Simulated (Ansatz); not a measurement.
What does this script print? It uses the Python package of Ansatz (0.2.0).

`ch8si2te.py`:
```python
'''CH8Si2Te at several levels of theory.'''

import ansatz as az

geometry = (
    az.Crystal.molecule()
    .atom('C', [-0.4473, 2.1012, -0.1636])
    .atom('Te', [-1.5312, 0.9555, 1.2787])
    .atom('Si', [0.2231, -0.7707, 1.1676])
    .atom('Si', [0.3412, -1.7126, -0.8427])
    .atom('H', [0.534, 2.356, 0.1641])
    .atom('H', [-1.0425, 3.1154, -0.327])
    .atom('H', [-0.419, 1.5988, -1.1335])
    .atom('H', [0.0329, -1.7829, 2.1933])
    .atom('H', [1.5658, -0.1298, 1.4791])
    .atom('H', [0.58, -0.7087, -1.8345])
    .atom('H', [-1.0662, -2.3037, -1.0896])
    .atom('H', [1.3063, -2.7737, -0.8579])
)

calculation = geometry.calculation().basis(gaussian='def2-SVP')

methods = ['mp2', 'ccsd', 'ccsd_t']
batch = az.Session.batch([calculation.correlation(m).input() for m in methods])
reports = sorted(batch.plan().execute().molecular_reports, key=lambda each: each['member'])
print(f'Hartree-Fock reference {reports[0]["reference_energy_ev"] / 27.211386246:.6f} Ha')
best = reports[-1]['free_energy_ev'] - reports[-1]['reference_energy_ev']
for method, each in zip(methods, reports):
    gained = each['free_energy_ev'] - each['reference_energy_ev']
    print(f'{method:8s} total {each["free_energy_ev"] / 27.211386246:.6f} Ha  correlation {gained:9.4f} eV  ({100 * gained / best:.1f} % of the last)')
```

`python ch8si2te.py` gives:
```text
Hartree-Fock reference -887.157115 Ha
mp2      total -887.632116 Ha  correlation  -12.9254 eV  (85.0 % of the last)
ccsd     total -887.699504 Ha  correlation  -14.7592 eV  (97.1 % of the last)
ccsd_t   total -887.715662 Ha  correlation  -15.1988 eV  (100.0 % of the last)
```

Total energies depend on the basis set; only differences at equal settings carry meaning. The geometry is a force-field or estimated start, not a minimum of this method, and the basis set is short of its limit. A lower total doesn't mark the better method: functionals have no common bound, and MP2 and coupled cluster aren't variational. def2 sets replace the cores of elements past krypton by effective core potentials. Inner cores stay frozen; a filled d shell under the valence of the heavier atoms is correlated with it.

(Lines on the test bed's own set-up are left out of the output.)
